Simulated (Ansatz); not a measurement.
# C11H14OTi: a ladder of functionals and wavefunction methods

The task here is to estimate one member of a computed series from the others.

Computed with Ansatz 0.2.0, Gaussian basis. Level: functionals in def2-TZVPP, the program's frozen cores in correlated methods.

Plan: LDA (SPW92), PBE-D4, revPBE-D4, BLYP-D4, r2SCAN-D4, B97M-V, PBE0-D4, B3LYP-D4, r2SCANh-D4, r2SCAN0-D4, HSE06-D4, BHLYP-D4, CAM-B3LYP-D4, LC-ωPBE, ωB97X-V, ωB97M-V, B2PLYP, PBE-QIDH; CCSD(T)/def2-SVP; CCSD(T)/def2-TZVPP; MP2/def2-QZVPP; extrapolation to the limit; RPA on PBE.

## The relaxed structure

The geometry comes from an earlier relaxation with PBE0-D4 in a triple-zeta def2 set; it is a stationary point, not always the lowest conformer.

SMILES `C[O][TiH]12345678([C@H]9[C@@H]1[C@@H]2[C@@H]3[C@H]94)[C@H]1[C@@H]5[C@@H]6[C@@H]7[C@H]18`, 27 atoms, charge 0, spin multiplicity 1.

Atoms are counted from 1 here; the program's logs count them from 0.

Bond lengths: C1–O2 1.379 Å, C1–H14 1.098 Å, C1–H15 1.100 Å, C1–H16 1.097 Å, O2–Ti3 1.827 Å, Ti3–C4 2.357 Å, Ti3–C5 2.370 Å, Ti3–C6 2.375 Å, Ti3–C7 2.385 Å, Ti3–C8 2.386 Å, Ti3–C9 2.400 Å, Ti3–C10 2.381 Å, Ti3–C11 2.379 Å, Ti3–C12 2.381 Å, Ti3–C13 2.389 Å, Ti3–H17 1.671 Å, C4–C5 1.414 Å, C4–C8 1.409 Å and more. Angles: O2–C1–H14 110.5°, O2–C1–H15 112.8°, O2–C1–H16 110.3°, H14–C1–H15 107.8°, H14–C1–H16 107.7°, H15–C1–H16 107.6°, C1–O2–Ti3 147.1°, O2–Ti3–C4 114.6°, O2–Ti3–C5 141.0°, O2–Ti3–C6 119.1°, O2–Ti3–C7 87.0°, O2–Ti3–C8 84.7°, O2–Ti3–C9 138.6°, O2–Ti3–C10 111.1°, O2–Ti3–C11 81.9°, O2–Ti3–C12 86.7°, O2–Ti3–C13 119.6°, O2–Ti3–H17 95.8° and more.

The first run:

Input file in.yaml:

```yaml
crystal:
  periodic: [false, false, false]
  atoms:
    - {symbol: C, position_ang: [-1.216929, -2.468104, 1.281758]}
    - {symbol: O, position_ang: [-0.262138, -1.649220, 0.715391]}
    - {symbol: Ti, position_ang: [0.176576, 0.031210, 0.149048]}
    - {symbol: C, position_ang: [-1.450589, 1.066308, -1.206740]}
    - {symbol: C, position_ang: [-0.826312, 2.091024, -0.457837]}
    - {symbol: C, position_ang: [-1.113839, 1.877410, 0.901859]}
    - {symbol: C, position_ang: [-1.940682, 0.734356, 0.992351]}
    - {symbol: C, position_ang: [-2.156097, 0.245487, -0.305134]}
    - {symbol: C, position_ang: [2.040414, 1.161860, -0.854108]}
    - {symbol: C, position_ang: [2.533390, 0.363672, 0.200073]}
    - {symbol: C, position_ang: [2.306837, -0.986525, -0.141195]}
    - {symbol: C, position_ang: [1.659419, -1.022312, -1.387557]}
    - {symbol: C, position_ang: [1.488824, 0.306594, -1.828593]}
    - {symbol: H, position_ang: [-1.327029, -3.390918, 0.697457]}
    - {symbol: H, position_ang: [-2.205200, -1.989861, 1.344889]}
    - {symbol: H, position_ang: [-0.920192, -2.751648, 2.299078]}
    - {symbol: H, position_ang: [0.706063, 0.578841, 1.636048]}
    - {symbol: H, position_ang: [-1.427189, 0.954016, -2.279424]}
    - {symbol: H, position_ang: [-0.224784, 2.890429, -0.859817]}
    - {symbol: H, position_ang: [-0.784336, 2.487018, 1.727399]}
    - {symbol: H, position_ang: [-2.295235, 0.288716, 1.909241]}
    - {symbol: H, position_ang: [-2.711391, -0.643302, -0.565706]}
    - {symbol: H, position_ang: [2.068633, 2.239410, -0.892842]}
    - {symbol: H, position_ang: [3.028104, 0.720527, 1.088527]}
    - {symbol: H, position_ang: [2.512788, -1.838168, 0.487218]}
    - {symbol: H, position_ang: [1.310491, -1.909038, -1.894933]}
    - {symbol: H, position_ang: [1.030425, 0.612221, -2.756441]}
basis:
  gaussian: {orbitals: def2-TZVPP}
hamiltonian: {xc: lda}
output: {orbitals: {seedname: orbitals}}
```

Command:

```
ansatz run in.yaml --threads 11 --pin off --events-out ev --progress --plain --max-ram 174080MiB --backend cuda --devices 0, --max-vram 75GiB
```

Among the steps run: LDA; PBE-D4 (GGA); revPBE-D4 (GGA); BLYP-D4 (GGA); r2SCAN-D4 (meta-GGA); B97M-V (meta-GGA); PBE0-D4 (hybrid); B3LYP-D4 (hybrid); r2SCANh-D4 (hybrid); r2SCAN0-D4 (hybrid); HSE06-D4 (hybrid); BHLYP-D4 (hybrid); CAM-B3LYP-D4 (range-separated); LC-ωPBE (range-separated); ωB97X-V (range-separated); ωB97M-V (range-separated); B2PLYP (double hybrid); PBE-QIDH (double hybrid).

One table of the session follows, with a row left open; its other results are not shown here.

It belongs to the step «Orbital energies across the functionals». 

| functional | HOMO (eV) | gap (eV) |
| --- | --- | --- |
| LDA (SPW92) | ? | ? |
| PBE-D4 | -5.19 | 3.16 |
| revPBE-D4 | -5.12 | 3.18 |
| BLYP-D4 | -5.03 | 3.13 |
| r2SCAN-D4 | -5.36 | 3.47 |
| B97M-V | -5.43 | 3.56 |
| PBE0-D4 | -6.22 | 5.25 |
| B3LYP-D4 | -6.01 | 4.80 |
| r2SCANh-D4 | -5.76 | 4.27 |
| r2SCAN0-D4 | -6.35 | 5.46 |
| HSE06-D4 | -5.83 | 4.48 |
| BHLYP-D4 | -7.07 | 7.32 |
| CAM-B3LYP-D4 | -7.42 | 7.59 |
| LC-ωPBE | -8.66 | 9.93 |
| ωB97X-V | -8.35 | 9.58 |
| ωB97M-V | -8.28 | 9.42 |

Estimate the missing values for LDA (SPW92).

**Answer.** HOMO (eV): -5.38; gap (eV): 3.09. In the column «HOMO (eV)» it lies between B97M-V (-5.43) and r2SCAN-D4 (-5.36).
